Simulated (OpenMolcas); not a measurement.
**Rh⁴⁺ among point charges: CASSCF and CASPT2 levels and susceptibility**

Aim: the splitting of the states of Rh⁴⁺ in the field of 8 point charges, its lowest levels with spin-orbit coupling and its magnetic susceptibility.

Program: OpenMolcas 26.06. Level of theory: state-averaged CASSCF and CASPT2, spin-orbit coupling by RASSI with atomic mean-field integrals. These are calculated values, not measurements, unless marked.

## Step 1: Starting point

- Species: Rh⁴⁺ (rhodium, Z = 45, 41 electrons)
- Basis: ANO-RCC-VTZP [7s6p4d2f1g], 68 functions
- Scalar Hamiltonian: DKH2, point nucleus
- Inactive shells: 1s 2s 2p 3s 3p 3d 4s 4p
- Active space: 5 electrons in 5 orbitals (4d)
- Some configurations of this space: 4d⁵
- Orbitals: optimised for each spin and parity, averaged over all roots

Outer shells as boxes (Hund's rule):

4d5
```
4d [↑ ][↑ ][↑ ][↑ ][↑ ]
```

The ion sits among 8 point charges of -0.5 e arranged as a cube (Oh), 2.24 Å from the ion.

The work runs as a chain of OpenMolcas steps in one folder; each step below is one input file. Labels, J, g values, rates, χT and fits are worked out afterwards by a script from the matrices that RASSI stores. The input lists half of the charges; inversion (Group=XYZ) makes the rest.

## Step 2: GATEWAY and SEWARD: basis and integrals

The input, a.inp:

```
&GATEWAY
Coord
1

Rh 0.0 0.0 0.0
Basis=ANO-RCC-VTZP
Group=XYZ
NoMove
AngMom=0.0 0.0 0.0
AMFI
XField
4 Angstrom 0
1.293265 1.293265 1.293265 -0.500000
1.293265 1.293265 -1.293265 -0.500000
1.293265 -1.293265 1.293265 -0.500000
1.293265 -1.293265 -1.293265 -0.500000
&SEWARD
```

The run is started by

```console
$ OMP_NUM_THREADS=1 MOLCAS_MEM=1689 MOLCAS_PROJECT=a pymolcas a.inp > a.log
```

## Step 3: CASSCF: sextets of even parity, 1 root

The input, a.inp:

```
&RASSCF
FileOrb=start.orb
Symmetry=1
Spin=6
nActEl=5 0 0
Inactive=9 9
Ras2=5 0
CIRoot=1 1 1
SDav=1
CIMx=300
Iter=120 100
PrWF=0.3
OrbListing=Nothing
MaxOrb=0
>>> COPY $Project.JobIph JOB001
```

start.orb holds the contracted functions of the basis, ordered by shell, or the orbitals of the step before.

## Step 4: CASSCF: quartets of even parity, 24 roots

The input, a.inp:

```
&RASSCF
FileOrb=start.orb
Symmetry=1
Spin=4
nActEl=5 0 0
Inactive=9 9
Ras2=5 0
CIRoot=24 24 1
SDav=24
CIMx=300
Iter=120 100
PrWF=0.3
OrbListing=Nothing
MaxOrb=0
>>> COPY $Project.JobIph JOB002
```

## Step 5: Reference wave functions, doublets of even parity, 75 roots

The input, a.inp:

```
&RASSCF
FileOrb=start.orb
Symmetry=1
Spin=2
nActEl=5 0 0
Inactive=9 9
Ras2=5 0
CIRoot=75 75 1
SDav=75
CIMx=300
Iter=120 100
PrWF=0.3
OrbListing=Nothing
MaxOrb=0
>>> COPY $Project.JobIph JOB003
```

## Step 6: RASSI: spin-orbit coupling between the states

The input, a.inp:

```
&RASSI
NrOfJobIphs=3 1 24 75
1
1 2 3 4 5 6 7 8 9 10 11 12 13 14 15 16 17 18 19 20 21 22 23 24
1 2 3 4 5 6 7 8 9 10 11 12 13 14 15 16 17 18 19 20 21 22 23 24 25 26 27
28 29 30 31 32 33 34 35 36 37 38 39 40 41 42 43 44 45 46 47 48 49 50 51
52 53 54 55 56 57 58 59 60 61 62 63 64 65 66 67 68 69 70 71 72 73 74 75
IphNames
JOB001
JOB002
JOB003
EJob
SpinOrbit
DIPRint=1.0
SOCoupling=1000.0
Subsets=2
Property=9
'ANGMOM' 1 'ANGMOM' 2 'ANGMOM' 3 'MLTPL  1' 1 'MLTPL  1' 2 'MLTPL  1' 3
'AMFI' 1 'AMFI' 2 'AMFI' 3
SOProperty=3
'ANGMOM' 1 'ANGMOM' 2 'ANGMOM' 3
```

## Step 7: CASPT2: IPEA 0.25, imaginary shift 0.1 (closed shells correlated: 4s 4p)

The input, a.inp:

```
>>> COPY JOB001 $Project.JobIph
&CASPT2
Multistate=1 1
Frozen=8 6
IPEA=0.25
Imaginary=0.1
MaxIter=60
WThr=0.0 0.3 0.05
PrWF=0.5
NoMix
>>> COPY JOB002 $Project.JobIph
&CASPT2
Multistate=24 1 2 3 4 5 6 7 8 9 10 11 12 13 14 15 16 17 18 19 20 21 22
23 24
NoMult
Frozen=8 6
IPEA=0.25
Imaginary=0.1
MaxIter=60
WThr=0.0 0.3 0.05
PrWF=0.5
NoMix
>>> COPY JOB003 $Project.JobIph
&CASPT2
Multistate=75 1 2 3 4 5 6 7 8 9 10 11 12 13 14 15 16 17 18 19 20 21 22
23 24 25 26 27 28 29 30 31 32 33 34 35 36 37 38 39 40 41 42 43 44 45 46
47 48 49 50 51 52 53 54 55 56 57 58 59 60 61 62 63 64 65 66 67 68 69 70
71 72 73 74 75
NoMult
Frozen=8 6
IPEA=0.25
Imaginary=0.1
MaxIter=60
WThr=0.0 0.3 0.05
PrWF=0.5
NoMix
```

(Steps that only read results are left out.)

What does the calculation give? Wanted: spin-free ground state; lowest level; next level.

As calculated:

```
                 quantity                                                                        value
                   method  SS-CASPT2, IPEA 0.25, imaginary shift 0.1 (closed shells correlated: 4s 4p)
   spin-free ground state                                              6A1, 1-fold in its orbital part
             lowest level                                                                    4-fold Γ8
               next level                                                                     0.1 cm⁻¹
              χT at 300 K                                                               4.37 cm³ K/mol
effective moment at 300 K                                                                      5.91 μB
```

Cost by method:

| method | time of its own steps | time with the reference |
| --- | --- | --- |
| A. CASSCF | 19 s | 19 s |
| B. SS-CASPT2, IPEA 0.25, imaginary shift 0.1, +4s 4p | 9.1 s | 29 s |

Times are of one thread on a shared host.

**Reading.** The spin-free ground state (6A1) comes to 100 % from free-ion S terms and keeps the highest spin of the shell. χT at 300 K is 4.37, against 4.39 cm³ K/mol for the spin alone, as a half-filled shell (L = 0) has no orbital moment. An active space of the d shell alone favours high spin; real ions in strong fields can be low spin. A ligand-field fit to the states below 45000 cm-1 gives 10Dq = -1233 cm-1, B = 759 cm-1 and C = 3875 cm-1 (C/B = 5.10), with a deviation of 509 cm-1. CASPT2 does not keep the components of a term degenerate, and the means are used. The field of point charges can differ much from that of real complexes. With metal d orbitals alone active, the gaps between spin states are rough; where two lie within a few thousand cm-1, their order is open. This is an electrostatic model: the charges have no orbitals.
